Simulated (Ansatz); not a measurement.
I need a scan of the Hubbard U of NiO, space group Fm-3m. Use the Ansatz DFT code, driven from Python. Use (first run): PBE, PAW, cutoff 470 eV, 12×12×12 k-points, cold smearing of 0.02 eV, collinear spin.

```yaml
crystal:
  lattice:
    - [0.00000, 2.08590, 2.08590]
    - [2.08590, 0.00000, 2.08590]
    - [2.08590, 2.08590, 0.00000]
  atoms:
    - { symbol: Ni, position: [0.00000, 0.00000, 0.00000] }
    - { symbol: O, position: [0.50000, 0.50000, 0.50000] }
```

The script, `plus_u_nio.py`:
```python
'''How the states of NiO follow the Hubbard U.'''

import warnings

import ansatz as az
import numpy as np


def count_gap(report):
    # lowest empty less highest filled band, counting bands; zero where they overlap
    return max(report.get('gap_by_band_count_ev') or 0.0, 0.0)

warnings.simplefilter('ignore', az.DeckWarning)

crystal = (
    az.Lattice.from_parameters(2.94991, 2.94991, 2.94991, alpha=60.0, beta=60.0, gamma=60.0)
    .atom('Ni', (0.0, 0.0, 0.0))
    .atom('O', (0.5, 0.5, 0.5))
    .moments(Ni=1.5)
)

setup = (
    crystal.calculation()
    .functional('pbe')
    .basis(470)
    .kpoints(12, center='gamma')
    .occupations('cold', width=0.02)
    .spin('collinear')
    .mixing('anderson', beta=0.7)
    .scf(tolerance=1e-05, lower_state_search='off')
    .band_table()
)
rows = []
for u in [2.0, 4.0, 6.0, 8.0]:
    summary = setup.hubbard('Ni', 'd', u_eff=u, double_counting='amf').run(threads=1, backend='cpu').report
    shell = summary['hubbard']['n_scf']
    rows.append((u, count_gap(summary), sum(shell) / len(shell), max(abs(m) for m in summary['site_moments_mub']), summary['n_iterations']))
print('      U_eff eV  gap by band count eV  Ni d occupation (projector)  largest moment muB      iterations')
for row in rows:
    print(f'{str(row[0]):>14s}  {row[1]:20.3f}  {row[2]:27.4f}  {row[3]:18.3f}  {row[4]:14d}')
```

Output of `python plus_u_nio.py`:
```text
      U_eff eV  gap by band count eV  Ni d occupation (projector)  largest moment muB      iterations
           2.0                 0.187                       8.3216               1.649              14
           4.0                 1.125                       8.2583               1.704              13
           6.0                 1.476                       8.2052               1.749              13
           8.0                 1.487                       8.1622               1.784              13
```

From U = 2 to 8 eV the gap on the mesh goes from 0.19 eV to 1.49 eV and the largest site moment goes from 1.65 to 1.78 μB.

What to keep in mind:
- The magnetic order follows from the starting moments and needn't be the lowest.
- Semilocal gaps usually lie well under measured ones.
- U, its shell and the double counting are chosen to explore, and aren't derived for this compound.
- With one magnetic atom the cell can hold only ferromagnetic order.
- The starting cell is as deposited in a crystallographic database; the results hold for this polymorph, which needn't be the stable one.
- Levels are Kohn-Sham eigenvalues on this mesh.
- Shell occupations and the effect of U depend on the projectors; a run with no .spin step is spin-unpolarised, and each U may end in a state that isn't the lowest.
- Finished in 29 s on 1 thread of Arm Neoverse V1, with other jobs on the host, peak memory 0.39 GiB.

(A comment or docstring line of the script was reworded after the run, the code is as it ran.)
